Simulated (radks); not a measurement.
**Ba in [Kr] 4d10 5s2 5p5 6s2 6p1: an all-electron calculation**

What are the levels of neutral barium, how large are its shells, and how does its energy divide?

Method: scalar-relativistic Kohn-Sham, BLYP, spin-polarised, spherical densities, finite nucleus; open shells are filled with parallel spins first. Code: radks (a radial shooting solver on a logarithmic mesh, Libxc functionals) version 1.

**1. Starting point**

```
element            : barium (Z = 56)
charge             : 0
electrons          : 56
configuration      : [Kr] 4d10 5s2 5p5 6s2 6p1
nuclear rms radius : 4.8378 fm
```

The outer shells:

Ba
```
[Kr] core
4d [↑↓][↑↓][↑↓][↑↓][↑↓]
5s [↑↓]
5p [↑↓][↑↓][↑ ]
6s [↑↓]
6p [↑ ][  ][  ]
```

**2. Self-consistent calculation**

Settings of this run:

```text
Z 56
configuration [Kr] 4d10 5s2 5p5 6s2 6p1
relativity scalar-relativistic
functional b88,lyp
spin polarised
nucleus finite rms 4.8378 fm
c 137.035999084
```

Launch:

```bash
> python run_ks.py task.json out
```

This one command runs every case of the session in turn.

**Question.** What will this run give?

The runs gave:

| quantity | value |
| --- | --- |
| total energy | -8135.2513 hartree |
| exchange-correlation share of it | 2.43 % |
| −T/E | 1.0556 |
| highest occupied level | 6p up, -2.046 eV |
| most extended occupied level | 6p up, <r> = 5.54 bohr |
| radius at density 0.001 e/bohr³ | 5.85 bohr |
| maxima of the radial density | 4 |

The radial density shows 4 maxima for 6 occupied principal shells; where shells overlap, one shows as a shoulder or not at all. −T/E is 1.056: with relativity the kinetic term as defined here no longer equals −E. This is not the tabulated ground configuration, so its levels and sizes aren't those of the ground state, and no measured value stands beside it.
